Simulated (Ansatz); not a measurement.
# FeFI: the cell at several levels of theory

How does the equilibrium cell of FeFI (Janus 2H monolayer) depend on the functional? It is relaxed with PBE, r2SCAN, PBEsol, LDA and HSE06. This is a trial cell built on a prototype, not taken from a measured structure, and it needn't be the compound's ground state.

The runs shown are made with Ansatz 0.2.0. PAW datasets, plane waves, zero pressure. These are computed values for a spin-unpolarised cell that may be hypothetical; none is a measurement.

## 1. The cell

In-plane lattice: a = 2.943 Å, b = 2.943 Å, γ = 120.0°; thickness between the outer nuclei 2.87 Å. Near Fe stand 3 F at 2.23 Å and 3 I at 2.23 Å; near F stand 3 Fe at 2.23 Å; near I stand 3 Fe at 2.23 Å.

Structure file:

```
Fe F I
1.0
     2.94324    0.00000    0.00000
    -1.47162    2.54892    0.00000
     0.00000    0.00000   18.00000
Fe F I
1 1 1
Direct
  0.33333 0.66667 0.50000
  0.66667 0.33333 0.57983
  0.66667 0.33333 0.42017
```
The sheet repeats along a and b alone.

## 2. Relaxation with PBE

input.yaml reads:

```yaml
crystal:
  lattice:
    - [2.94324151, 0.0, 0.0]
    - [-1.471620755, 2.5489219171, 0.0]
    - [0.0, 0.0, 18.0]
  atoms:
    - { symbol: Fe, position: [0.3333333333, 0.6666666667, 0.5] }
    - { symbol: F, position: [0.6666666667, 0.3333333333, 0.5798254478] }
    - { symbol: I, position: [0.6666666667, 0.3333333333, 0.4201745522] }
  periodic: [true, true, false]
kpoints:
  mp_grid: { grid: [12, 12, 1] }
hamiltonian:
  xc: pbe
scf:
  occupations: { method: fermi_dirac, width: 0.02 }
relax:
  f_tol: 0.005
  cell: {}
```

The run is started by

```console
ansatz run input.yaml --threads 4 --pin off --max-ram 5529MiB --backend cpu --events-out ev --progress --plain --runs-dir out
```

After this run come: r2SCAN: cell and atoms; PBEsol: cell and atoms; LDA: cell and atoms; HSE06: cell and atoms.

**Question.** What will these runs give? Wanted: for each run, a; area; SCF geometries.

The runs gave:

| level | a (Å) | area (Å²/atom) | SCF geometries |
| --- | --- | --- | --- |
| PBE | 3.518 | 3.573 | 16 |
| r2SCAN | 3.506 | 3.548 | 5 |
| PBEsol | 3.449 | 3.433 | 8 |
| LDA | 3.406 | 3.350 | 8 |
| HSE06 | 3.533 | 3.604 | 7 |

In words: The first relaxation changed the area by +42.9 % from the start. LDA gives the smallest cell and HSE06 the largest; they differ by 7.6 % in area, a mean of 3.7 % in length. LDA's area lies 6.3 % below PBE's. The meshes differ: PBE 12×12×1, r2SCAN 12×12×1, PBEsol 12×12×1, LDA 12×12×1, HSE06 6×6×1.
